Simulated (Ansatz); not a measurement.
# ReSbN in Ansatz: convergence with k mesh

Input of the first run (k mesh 3 × 3 × 1); the others differ in this setting and in those tied to it:

The input input.yaml:

```yaml
crystal:
  lattice:
    - [3.432123, 0.0, 0.0]
    - [0.0, 3.432123, 0.0]
    - [0.0, 0.0, 8.592627]
  atoms:
    - { symbol: Re, position: [0.0, 0.5, 0.873241] }
    - { symbol: Re, position: [0.5, 0.0, 0.126759] }
    - { symbol: Sb, position: [0.0, 0.5, 0.333458] }
    - { symbol: Sb, position: [0.5, 0.0, 0.666542] }
    - { symbol: "N", position: [0.0, 0.0, 0.0] }
    - { symbol: "N", position: [0.5, 0.5, 0.0] }
hamiltonian:
  xc: pbe
  pseudopotentials: { kind: paw, level: accurate }
kpoints:
  mp_grid: { grid: [3, 3, 1] }
scf:
  occupations: { method: fermi_dirac, width: 0.1 }
output:
  forces: true
  stress: true
  eigenvalues: true
```

Potentials or basis: Ansatz PAW earlier set.

Run with:

```sh
$ ansatz run input.yaml --threads 2 --pin off --max-ram 5632MiB --backend cpu --events-out ev --progress --plain --runs-dir out
```

The cell comes from a database or a generator and needn't be the stable form of this composition.

Hardware: 2 threads of Arm Neoverse V1, with other jobs on the host.

Problem. The values tried are 3 × 3 × 1, 3 × 3 × 2, 4 × 4 × 2, 5 × 5 × 2, 6 × 6 × 3, 7 × 7 × 3, 9 × 9 × 4, 11 × 11 × 5, 13 × 13 × 5, loosest first. From which on does the pressure stay within 0.1 GPa of the tightest run that finished?

Solution. From 6 × 6 × 3 on.

```
     k mesh  energy less the tightest run, at zero smearing (meV/atom)  pressure (GPa)  largest force (eV/Å)  SCF cycles  CPU time (s)  peak memory (GiB)
  3 × 3 × 1                                                     -79.20           -2.51                 0.702           9           5.5               0.65
  3 × 3 × 2                                                     -57.56           -1.93                 0.322          10           9.6               0.67
  4 × 4 × 2                                                     -19.17           -1.42                 0.550          10            17               0.72
  5 × 5 × 2                                                      -8.94           -1.38                 0.426          11            18               0.71
  6 × 6 × 3                                                       1.23           -1.21                 0.433          11            28               0.78
  7 × 7 × 3                                                       0.02           -1.17                 0.216          11            28               0.78
  9 × 9 × 4                                                       0.44           -1.20                 0.282          11            65                  1
11 × 11 × 5                                                      -0.89           -1.23                 0.268          11            87                1.2
13 × 13 × 5                                                       0.00           -1.20                 0.287          11           110                1.3
```

Against the tightest run, the energy stays within 1 meV/atom from 7 × 7 × 3 on. Not settled before the last step: the largest force (to 0.005 eV/Å). Meshes of other sizes hit other points, so gaps and Fermi surfaces needn't settle smoothly. The tightest run that finished is the yardstick and may itself not be fully converged.

Caveat, for the tightest run too: this functional lacks dispersion, which binds the layers, so the pressure and a relaxed spacing across them are unreliable. The run has no spin-orbit coupling, so splittings on Re, Sb are missing.
